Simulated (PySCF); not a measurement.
# TaHO2F2 (SMILES [O]=[Ta]([OH])([F])[F]): levels of theory compared

Aim: a comparison of 6 runs (HF/def2-SVP, wB97X/def2-SVP, B3LYP/def2-SVPD, PBE/def2-TZVP, SVWN5/def2-TZVP, MP2/def2-TZVP) of TaHO2F2. Input form: a Python script.

Program for the calculation: PySCF 2.14.0.

## Step 1: The structure to begin with

The species is TaHO2F2 (6 atoms), meant as a singlet with charge 0. SMILES: `[O]=[Ta]([OH])([F])[F]`. The coordinates come from a PBE0-D4/def2-TZVP relaxation. This is one conformer, not always the lowest.

Bond lengths: O1–Ta2 1.712 Å, Ta2–O3 1.887 Å, Ta2–F4 1.876 Å, Ta2–F5 1.876 Å, O3–H6 0.958 Å. Angles: O1–Ta2–O3 108.1°, O1–Ta2–F4 108.3°, O1–Ta2–F5 108.3°, O3–Ta2–F4 110.1°, O3–Ta2–F5 110.1°, F4–Ta2–F5 111.8°, Ta2–O3–H6 131.2°.

## Step 2: Energy and gradient at HF/def2-SVP (core potential) (run 1)

Contents of mol.xyz:

```xyz
6

O     -1.541500    -0.009000     0.895700
Ta    -0.313900     0.110800    -0.291900
O      1.329500    -0.345200     0.516400
F     -0.711200    -1.095900    -1.672700
F     -0.261300     1.882700    -0.907100
H      1.540400    -0.607600     1.413600
```

Contents of calc.py:

```python
# [O]=[Ta]([OH])([F])[F]
import pyscf.grad
from pyscf import gto, scf

mol = gto.M(
    atom='mol.xyz',
    spin=0,
    ecp={'Ta': 'def2-svp'},
    max_memory=1860,
    charge=0,
    verbose=4,
    basis='def2-svp',
)

hf = scf.RHF(mol)
hf.conv_tol = 1e-10
hf.kernel()
if not hf.converged:
    hf = hf.newton().run(hf.mo_coeff, hf.mo_occ)

e_tot = hf.e_tot
print('E = %.10f Eh' % e_tot)
grad = hf.Gradients().kernel()
hf.analyze()
```

Run with:

```sh
$ OMP_NUM_THREADS=1 python calc.py
```

The program printed:

```text
PySCF version 2.14.0

[... 83 lines left out ...]
One-electron Energy =                -1007.976518250484105
[... 13 lines left out ...]
MO #9   energy= -1.54511296353354  occ= 2
[... 11 lines left out ...]
MO #21  energy= -0.567342630430678 occ= 2
[... 11 lines left out ...]
MO #33  energy= 0.199249487565922  occ= 0
[... 11 lines left out ...]
MO #45  energy= 1.06877084365482   occ= 0
[... 11 lines left out ...]
MO #57  energy= 1.47177439873389   occ= 0
[... 11 lines left out ...]
MO #69  energy= 2.06681175794792   occ= 0
[... 11 lines left out ...]
MO #81  energy= 3.4417473896929    occ= 0
[... 11 lines left out ...]
MO #93  energy= 642.942365459859   occ= 0
[... 102 lines left out ...]
Dipole moment(X, Y, Z, Debye):  2.68845, -0.57972,  0.67389
```

Wall time 20 s (1 thread of Intel Xeon at 2.70GHz, shared host); peak memory 0.19 GiB.

## Step 3: Energy and forces at wB97X/def2-SVP (core potential) (run 2)

mol.xyz: that of step 2 with these lines changed.

```diff
@@ -1,3 +1,3 @@
 6
-
+F2HO2Ta
 O     -1.541500    -0.009000     0.895700
```

Contents of job.py:

```python
# [O]=[Ta]([OH])([F])[F]
import pyscf.grad
from pyscf import gto, dft

mol = gto.M(
    atom='mol.xyz',
    verbose=4,
    ecp={'Ta': 'def2-svp'},
    charge=0,
    spin=0,
    max_memory=1860,
    basis='def2-svp',
)

calc0 = dft.RKS(mol, xc='wb97x')
calc0.grids.level = 5
calc0.conv_tol = 1e-10
calc0.kernel()
if not calc0.converged:
    calc0 = calc0.newton().run(calc0.mo_coeff, calc0.mo_occ)

e_final = calc0.e_tot
print(f'total energy: {e_final:.8f} hartree')
grad = calc0.Gradients().kernel()
calc0.analyze()
```

Run with:

```sh
$ OMP_NUM_THREADS=1 python job.py
```

The program printed:

```text
PySCF version 2.14.0

[... 95 lines left out ...]
One-electron Energy =                -1008.739367589319158
[... 13 lines left out ...]
MO #9   energy= -1.27239339626795  occ= 2
[... 11 lines left out ...]
MO #21  energy= -0.488731801515544 occ= 2
[... 11 lines left out ...]
MO #33  energy= 0.171902977678442  occ= 0
[... 11 lines left out ...]
MO #45  energy= 0.959891462696772  occ= 0
[... 11 lines left out ...]
MO #57  energy= 1.33769083978868   occ= 0
[... 11 lines left out ...]
MO #69  energy= 1.88261822891261   occ= 0
[... 11 lines left out ...]
MO #81  energy= 3.16831767532545   occ= 0
[... 11 lines left out ...]
MO #93  energy= 643.003908202825   occ= 0
[... 102 lines left out ...]
Dipole moment(X, Y, Z, Debye):  2.41863, -0.56934,  0.79230
```

Wall time 78 s (1 thread of Intel Xeon at 2.70GHz, shared host); peak memory 0.91 GiB.

## Step 4: Energy and gradient at B3LYP/def2-SVPD (core potential) (run 3)

Contents of calc.py:

```python
import pyscf.grad
from pyscf import gto, dft

mol = gto.Mole()
mol.atom = [
    ('O', (-1.541500, -0.009000, 0.895700)),
    ('Ta', (-0.313900, 0.110800, -0.291900)),
    ('O', (1.329500, -0.345200, 0.516400)),
    ('F', (-0.711200, -1.095900, -1.672700)),
    ('F', (-0.261300, 1.882700, -0.907100)),
    ('H', (1.540400, -0.607600, 1.413600)),
]
mol.verbose = 4
mol.basis = 'def2-svpd'
mol.max_memory = 1860
mol.charge = 0
mol.ecp = {'Ta': 'def2-svp'}
mol.build()

mf = dft.RKS(mol, xc='b3lyp')
mf.conv_tol = 1e-10
mf.grids.level = 5
mf.kernel()
if not mf.converged:
    mf = mf.newton().run(mf.mo_coeff, mf.mo_occ)

etot = mf.e_tot
print('E = %.10f Eh' % etot)
grad = mf.Gradients().kernel()
dip = mf.dip_moment()
pop, q = mf.mulliken_pop()
```

Run with:

```sh
$ OMP_NUM_THREADS=1 python calc.py
```

The program printed:

```text
PySCF version 2.14.0

[... 76 lines left out ...]
converged SCF energy = -407.799660651576
[... 14 lines left out ...]
Dipole moment(X, Y, Z, Debye):  2.39169, -0.55062,  0.73525
[... 142 lines left out ...]
charge of    5H =      0.13086
```

It took 82 s on 1 thread of Intel Xeon at 2.70GHz, shared host; peak memory 1.5 GiB.

Runs 4 to 5 aren't shown in full; the table further down has their settings and results.

## Step 5: Energy and forces at MP2/def2-TZVP (core potential) (run 6)

Contents of run.py:

```python
import pyscf.grad
from pyscf import gto, mp

molecule = gto.M(
    atom=[
    ('O', (-1.541500, -0.009000, 0.895700)),
    ('Ta', (-0.313900, 0.110800, -0.291900)),
    ('O', (1.329500, -0.345200, 0.516400)),
    ('F', (-0.711200, -1.095900, -1.672700)),
    ('F', (-0.261300, 1.882700, -0.907100)),
    ('H', (1.540400, -0.607600, 1.413600)),
],
    verbose=3,
    charge=0,
    max_memory=1860,
    ecp={'Ta': 'def2-svp'},
    basis='def2-tzvp',
)

myscf = molecule.RHF()
myscf.conv_tol = 1e-10
myscf.kernel()
if not myscf.converged:
    myscf = myscf.newton().run(myscf.mo_coeff, myscf.mo_occ)

pt = mp.MP2(myscf, frozen=4).run()
etot = pt.e_tot
print('Final energy', etot)
grad = pt.Gradients().kernel()
dip = myscf.dip_moment()
pop, q = myscf.mulliken_pop()
```

Run with:

```sh
$ OMP_NUM_THREADS=1 python run.py
```

The program printed:

```text
converged SCF energy = -405.999056003593
[... 2 lines left out ...]
Final energy -407.3406516206874
[... 9 lines left out ...]
Dipole moment(X, Y, Z, Debye):  2.72681, -0.53735,  0.48642
[... 177 lines left out ...]
charge of    5H =      0.38772
```

Wall time 3.6 min (1 thread of Intel Xeon at 2.70GHz, shared host); peak memory 2 GiB.

## Step 6: All runs side by side

```csv
run,level,integration grid,frozen core orbitals,energy (Eh),dipole moment (D) of the reference,HOMO energy (eV),LUMO energy (eV),wall time
1,HF/def2-SVP (core potential),–,–,-405.533753,2.83,-13.93,1.76,20 s
2,wB97X/def2-SVP (core potential),5,–,-407.676336,2.61,-12.31,1.16,78 s
3,B3LYP/def2-SVPD (core potential),5,–,-407.799661,2.56,-9.77,-1.61,82 s
4,PBE/def2-TZVP (core potential),5,–,-407.899032,2.50,-8.22,-1.96,2.3 min
5,SVWN5/def2-TZVP (core potential),5,–,-405.783795,2.57,-8.50,-2.28,1.7 min
6,MP2/def2-TZVP (core potential),–,4,-407.340652,2.82,-13.79,1.59,3.6 min
```

## Step 7: Summary of results

| quantity | value |
| --- | --- |
| run 6: total energy | -407.34065 Eh |
| run 6: dipole moment (Hartree–Fock density) | 2.82 D |
| run 6: HOMO energy (Hartree–Fock orbitals) | -13.79 eV |
| run 6: LUMO energy (Hartree–Fock orbitals) | 1.59 eV |
| run 6: HOMO–LUMO gap (Hartree–Fock orbitals) | 15.38 eV |
| run 6: correlation energy (4 core orbitals frozen) | -1341.6 mEh |
| run 6: largest force on an atom | 1.406 eV/Å |

What this shows: Over runs 1, 2, 3, 4, 5 the dipole moment (its size) runs from 2.50 D (PBE/def2-TZVP) to 2.83 D (HF/def2-SVP). The two ends differ in method and basis. Over runs 1, 2, 3, 4, 5 the HOMO–LUMO gap runs from 6.22 eV (SVWN5/def2-TZVP) to 15.69 eV (HF/def2-SVP). Totals of different functionals can't be ranked against each other. All runs together took 11 min, the longest 3.6 min.
